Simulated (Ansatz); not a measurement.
**C3H3LiO2: one species, many methods**

Aim: compute C3H3LiO2 with functionals from several rungs and with coupled cluster, and see how far each lands from CCSD(T) at the basis-set limit for the atomisation energy.

The runs use Ansatz 0.2.0, Gaussian basis; functionals in def2-TZVPP, the program's frozen cores in correlated methods.

Plan: LDA (SPW92), PBE-D4, revPBE-D4, BLYP-D4, r2SCAN-D4, B97M-V, PBE0-D4, B3LYP-D4, r2SCANh-D4, r2SCAN0-D4, HSE06-D4, BHLYP-D4, CAM-B3LYP-D4, LC-ωPBE, ωB97X-V, ωB97M-V, B2PLYP, PBE-QIDH; CCSD(T)/def2-SVP; CCSD(T)/def2-TZVPP; CCSD(T)/def2-QZVPP; extrapolation to the limit; RPA on PBE.

### 1 The geometry

The geometry comes from an earlier relaxation with PBE0-D4 in a triple-zeta def2 set; it is a stationary point, not always the lowest conformer.

SMILES `[Li-]1[O]C=CC=[O+]1`, 9 atoms, charge 0, spin multiplicity 1.

Atoms are counted from 1 here; the program's logs count them from 0.

Bond lengths: Li1–O2 1.782 Å, Li1–O6 1.782 Å, O2–C3 1.256 Å, C3–C4 1.400 Å, C3–H7 1.102 Å, C4–C5 1.400 Å, C4–H8 1.083 Å, C5–O6 1.256 Å, C5–H9 1.102 Å. Angles: O2–Li1–O6 108.4°, Li1–O2–C3 116.4°, O2–C3–C4 127.2°, O2–C3–H7 116.8°, C4–C3–H7 116.0°, C3–C4–C5 124.5°, C3–C4–H8 117.8°, C5–C4–H8 117.8°, C4–C5–O6 127.2°, C4–C5–H9 116.0°, O6–C5–H9 116.8°, Li1–O6–C5 116.4°.

### 2 LDA

This LDA is Slater exchange with PW92 correlation.

File in.yaml:

```yaml
crystal:
  periodic: [false, false, false]
  atoms:
    - {symbol: Li, position_ang: [0.061603, 0.870910, -1.978474]}
    - {symbol: O, position_ang: [1.132307, -0.422676, -1.383135]}
    - {symbol: C, position_ang: [0.946463, -0.799990, -0.199625]}
    - {symbol: C, position_ang: [-0.008241, -0.316889, 0.702532]}
    - {symbol: C, position_ang: [-0.932534, 0.693317, 0.412921]}
    - {symbol: O, position_ang: [-1.059785, 1.319061, -0.668689]}
    - {symbol: H, position_ang: [1.604990, -1.599830, 0.176498]}
    - {symbol: H, position_ang: [-0.034064, -0.755208, 1.692143]}
    - {symbol: H, position_ang: [-1.622240, 0.965006, 1.228628]}
basis:
  gaussian: {orbitals: def2-TZVPP}
hamiltonian: {xc: lda}
output: {orbitals: {seedname: orbitals}}
```

On the command line:

```bash
$ ansatz run in.yaml --threads 2 --pin off --events-out ev --progress --plain --max-ram 32768MiB --backend cpu
```

Further steps of the session: PBE-D4 (GGA); revPBE-D4 (GGA); BLYP-D4 (GGA); r2SCAN-D4 (meta-GGA); B97M-V (meta-GGA); B3LYP-D4 (hybrid); r2SCANh-D4 (hybrid); r2SCAN0-D4 (hybrid); HSE06-D4 (hybrid); BHLYP-D4 (hybrid); CAM-B3LYP-D4 (range-separated); LC-ωPBE (range-separated); ωB97X-V (range-separated); ωB97M-V (range-separated); B2PLYP (double hybrid); PBE-QIDH (double hybrid); CCSD(T) in def2-SVP; CCSD(T) in def2-TZVPP; CCSD(T) in def2-QZVPP; RPA on PBE orbitals.

Q: Predict the results of all the runs planned. Wanted: atomisation energy, CCSD(T)/CBS; farthest beyond LDA; mean size of error, GGA; mean size of error, meta-GGA; mean size of error, hybrid; mean size of error, range-separated; mean size of error, double hybrid; gap, smallest and largest; T1 diagnostic.

As calculated:

| quantity | value |
| --- | --- |
| atomisation energy, CCSD(T)/CBS | 954.6 kcal/mol |
| functionals within 4.8 kcal/mol (0.5 %) | B3LYP-D4, r2SCANh-D4, LC-ωPBE, ωB97X-V, B2PLYP, PBE-QIDH |
| farthest beyond LDA | PBE-D4 (+42.1 kcal/mol) |
| mean size of error, GGA | 22.7 kcal/mol |
| mean size of error, meta-GGA | 7.9 kcal/mol |
| mean size of error, hybrid | 13.5 kcal/mol |
| mean size of error, range-separated | 4.4 kcal/mol |
| mean size of error, double hybrid | 4.4 kcal/mol |
| gap, smallest and largest | 3.46 eV (LDA (SPW92)), 9.77 eV (LC-ωPBE) |
| T1 diagnostic | 0.0177 |
| triples share of the correlation energy | 4.3 % |

LDA overbinds by 167.6 kcal/mol (18 %). PBE-D4 is off by +42.1 kcal/mol. Double hybrids carry the basis error of their MP2 part in triple zeta, and no dispersion term here, so their miss is partly the set-up's. The rungs double hybrid, range-separated miss on average by less than the doubt on the reference (4.8 kcal/mol), so they tie; GGA functionals have the largest mean beyond LDA (22.7 kcal/mol). Misses under about 4.8 kcal/mol are within the doubt on the reference itself, which lacks core-valence correlation, relativity and higher excitations. Hartree-Fock recovers 70 % of the binding; the rest is correlation. CCSD(T) in def2-SVP is off by -42.1 kcal/mol, more than most functionals: a good method in a small basis is no reference. Orbital gaps span 3.5 to 9.8 eV; exact exchange widens them. Correlated methods include outer-core shells of Li, which these sets cover unevenly.
